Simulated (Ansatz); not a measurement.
# CH₆FNOSi: a ladder of functionals and wavefunction methods

Aim: compute CH₆FNOSi with functionals from several rungs and with coupled cluster, and see how far each lands from CCSD(T) at the basis-set limit for the atomisation energy.

The runs use Ansatz 0.2.0, Gaussian basis; functionals in def2-TZVPP, the program's frozen cores in correlated methods.

Plan: LDA (SPW92), PBE-D4, revPBE-D4, BLYP-D4, r2SCAN-D4, B97M-V, PBE0-D4, B3LYP-D4, r2SCANh-D4, r2SCAN0-D4, HSE06-D4, BHLYP-D4, CAM-B3LYP-D4, LC-ωPBE, ωB97X-V, ωB97M-V, B2PLYP, PBE-QIDH; CCSD(T)/def2-SVP; CCSD(T)/def2-TZVPP; MP2/def2-QZVPP; extrapolation to the limit; RPA on PBE.

## 1. The geometry

All runs share one geometry, relaxed beforehand with PBE0-D4 in a triple-zeta def2 set.

11 atoms, charge 0, spin multiplicity 1.

Atoms are counted from 1 here; the program's logs count them from 0.

Bond lengths: C1–Si2 1.848 Å, C1–H6 1.093 Å, C1–H7 1.092 Å, C1–H8 1.092 Å, Si2–N3 1.691 Å, Si2–O4 1.638 Å, Si2–F5 1.610 Å, N3–H9 1.005 Å, N3–H10 1.006 Å, O4–H11 0.958 Å. Angles: Si2–C1–H6 111.1°, Si2–C1–H7 110.7°, Si2–C1–H8 110.8°, H6–C1–H7 107.5°, H6–C1–H8 108.3°, H7–C1–H8 108.4°, C1–Si2–N3 110.6°, C1–Si2–O4 115.0°, C1–Si2–F5 106.1°, N3–Si2–O4 105.9°, N3–Si2–F5 113.9°, O4–Si2–F5 105.4°, Si2–N3–H9 122.5°, Si2–N3–H10 121.6°, H9–N3–H10 112.5°, Si2–O4–H11 116.5°.

## 2. LDA

This LDA is Slater exchange with PW92 correlation.

Input file in.yaml:

```yaml
crystal:
  periodic: [false, false, false]
  atoms:
    - {symbol: C, position_ang: [-1.063297, 0.887805, -0.510859]}
    - {symbol: Si, position_ang: [0.229876, -0.084829, 0.381155]}
    - {symbol: N, position_ang: [1.299875, -0.800591, -0.715362]}
    - {symbol: O, position_ang: [-0.341570, -1.305177, 1.311819]}
    - {symbol: F, position_ang: [0.932422, 0.941172, 1.403739]}
    - {symbol: H, position_ang: [-0.609971, 1.645989, -1.154996]}
    - {symbol: H, position_ang: [-1.715103, 1.405039, 0.196819]}
    - {symbol: H, position_ang: [-1.678753, 0.234494, -1.132132]}
    - {symbol: H, position_ang: [1.609732, -0.334311, -1.549918]}
    - {symbol: H, position_ang: [1.914582, -1.548111, -0.441014]}
    - {symbol: H, position_ang: [-0.512393, -1.098480, 2.231250]}
basis:
  gaussian: {orbitals: def2-TZVPP}
hamiltonian: {xc: lda}
output: {orbitals: {seedname: orbitals}}
```

On the command line:

```sh
> ansatz run in.yaml --threads 4 --pin off --events-out ev --progress --plain --max-ram 10444MiB
```

After this run come: PBE-D4 (GGA); revPBE-D4 (GGA); BLYP-D4 (GGA); r2SCAN-D4 (meta-GGA); B97M-V (meta-GGA); B3LYP-D4 (hybrid); r2SCANh-D4 (hybrid); r2SCAN0-D4 (hybrid); HSE06-D4 (hybrid); BHLYP-D4 (hybrid); CAM-B3LYP-D4 (range-separated); LC-ωPBE (range-separated); ωB97X-V (range-separated); ωB97M-V (range-separated); B2PLYP (double hybrid); PBE-QIDH (double hybrid); CCSD(T) in def2-SVP; CCSD(T) in def2-TZVPP; MP2 in def2-QZVPP; RPA on PBE orbitals.

Q: Predict the results of all the runs planned. Wanted: atomisation energy, CCSD(T)/CBS; farthest beyond LDA; mean size of error, GGA; mean size of error, meta-GGA; mean size of error, hybrid; mean size of error, range-separated; mean size of error, double hybrid; gap, smallest and largest; T1 diagnostic.

As calculated:

| quantity | value |
| --- | --- |
| atomisation energy, CCSD(T)/CBS | 4342.6 kJ/mol |
| functionals within 21.7 kJ/mol (0.5 %) | B97M-V, CAM-B3LYP-D4, ωB97X-V, ωB97M-V |
| farthest beyond LDA | BHLYP-D4 (-151.3 kJ/mol) |
| mean size of error, GGA | 45.7 kJ/mol |
| mean size of error, meta-GGA | 20.0 kJ/mol |
| mean size of error, hybrid | 68.8 kJ/mol |
| mean size of error, range-separated | 12.9 kJ/mol |
| mean size of error, double hybrid | 62.9 kJ/mol |
| gap, smallest and largest | 6.03 eV (BLYP-D4), 13.58 eV (LC-ωPBE) |
| T1 diagnostic | 0.0105 |
| triples share of the correlation energy | 3.3 % |

In words: The LDA atomisation energy is off by 580.5 kJ/mol (13 %): it overbinds. PBE-D4 is off by +33.3 kJ/mol. Double hybrids carry the basis error of their MP2 part in triple zeta, and no dispersion term here, so their miss is partly the set-up's. The rungs range-separated, meta-GGA miss on average by less than the doubt on the reference (21.7 kJ/mol), so they tie. The reference freezes the cores and leaves out relativity and excitations past (T), so misses under about 21.7 kJ/mol can't be ranked. Hartree-Fock recovers 72 % of the binding; the rest is correlation. CCSD(T) in def2-SVP is off by -343.7 kJ/mol, more than most functionals: a good method in a small basis is no reference. Orbital gaps span 6.0 to 13.6 eV; exact exchange widens them.
